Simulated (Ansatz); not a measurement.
The system is LuInCo4.

```
Lu In Co
1.0
     0.00000    3.50685    3.50685
     3.50685    0.00000    3.50685
     3.50685    3.50685    0.00000
Lu In Co
1 1 4
Direct
  0.25000 0.25000 0.25000
  0.00000 0.00000 0.00000
  0.62524 0.62524 0.62524
  0.62524 0.62524 0.12429
  0.62524 0.12429 0.62524
  0.12429 0.62524 0.62524
```

The cell is a database's computed one.

- Program: Ansatz 0.2.0
- Task: single point
- Functional: PBEsol
- Potentials or basis: Ansatz PAW
- Cutoff: 420 eV (not typed: the program's choice for these potentials)
- k mesh: 7 × 7 × 7
- Occupations: fermi-dirac, width 0.05 eV
- Spin: collinear spin, ferromagnetic start
- Starting moments: [0.0, 0.0, 2.0, 2.0, 2.0, 2.0] μB

On this cell: pressure -7.5 GPa; largest force 0.004 eV/Å; net moment 4.80 μB per cell; site moments Lu -0.14; In -0.03; Co +1.33 μB; band gap on the k mesh none (metal or under the smearing width).

The same run follows on a disturbed copy (atoms moved at random, drawn with an rms of 0.05 Å):

```
Lu In Co
1.0
     0.00000    3.50685    3.50685
     3.50685    0.00000    3.50685
     3.50685    3.50685    0.00000
Lu In Co
1 1 4
Direct
  0.26154 0.24403 0.24291
  0.99917 0.99954 0.00646
  0.62569 0.61646 0.63965
  0.62800 0.61999 0.12574
  0.60738 0.14147 0.61472
  0.11664 0.62029 0.62409
```

What does the disturbed cell give?

The energy (extrapolated to zero smearing) moves by +11.1 meV/atom; pressure -7.0 GPa; largest force 0.574 eV/Å; net moment 4.78 μB per cell; site moments Lu -0.13; In -0.03; Co +1.30, +1.33 μB; band gap on the k mesh none (metal or under the smearing width).

Forces in eV/Å, atoms in the order of the input:
```
Lu   0.323 -0.130 -0.395
In  -0.371 -0.049 -0.048
Co  -0.112 -0.329  0.172
Co   0.078 -0.101  0.106
Co  -0.150  0.554  0.005
Co   0.232  0.055  0.160
```

Stress tensor (GPa, compression positive):
```
-7.01  0.12  0.01
 0.12 -6.95  0.71
 0.01  0.71 -6.99
```

Caveats: spin-orbit coupling is left out, which moves the levels of the heavy elements; the PAW data sets come from PBE, with cores solved anew for the run's functional, which leaves a small shift of forces and pressure.
